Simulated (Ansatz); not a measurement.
HPbNO4:

```
CELL_PARAMETERS angstrom
6.43453 0.00000 0.00872
0.00000 4.11089 0.00000
-3.14884 0.00000 7.72026
ATOMIC_POSITIONS crystal
H 0.29356 0.09662 0.51195
H 0.70644 0.59662 0.48805
Pb 0.98504 0.60505 0.29264
Pb 0.01496 0.10504 0.70736
N 0.59230 0.36587 0.79290
N 0.40770 0.86587 0.20710
O 0.12824 0.09198 0.45672
O 0.41419 0.46190 0.80564
O 0.78042 0.46544 0.89401
O 0.58396 0.16262 0.67325
O 0.87176 0.59198 0.54328
O 0.58581 0.96190 0.19436
O 0.21958 0.96544 0.10599
O 0.41604 0.66262 0.32675
```

The cell was built by a generator and needn't be a form met in nature.

Base run:

- Program: Ansatz 0.2.0
- Functional: RPBE
- Potentials or basis: Ansatz PAW
- Cutoff: 420 eV
- Density cutoff: 1680 eV
- k mesh: 5 × 7 × 4
- Occupations: fermi-dirac, width 0.05 eV
- Spin: no spin polarisation

Its results: band gap on the k mesh 3.36 eV, indirect (least direct gap 3.45 eV); pressure 2.6 GPa; largest force 0.319 eV/Å.

After a change of settings the same cell gave: band gap on the k mesh 3.27 eV, indirect (least direct gap 3.37 eV); pressure 2.1 GPa; largest force 0.337 eV/Å. Which change was it?
A. functional from RPBE to PBE; potentials or basis from Ansatz PAW to JTH PAW; cutoff from 420 eV to 1800 eV; density cutoff from 1680 eV to 7200 eV
B. functional from RPBE to BLYP
C. functional from RPBE to PBE; potentials or basis from Ansatz PAW to Ansatz PAW earlier set; cutoff from 420 eV to 1000 eV; density cutoff from 1680 eV to 4000 eV; valence electrons from 88 to 104
D. functional from RPBE to PBE

B.

Caveats: the potentials were made for another functional, which shifts forces and pressure; spin-orbit coupling is left out, which as a rule narrows the gap of such compounds by several tenths of an eV; the PAW data sets come from PBE, with cores solved anew for the run's functional, which leaves a small shift of forces and pressure.

Not every run made on this cell is shown here.
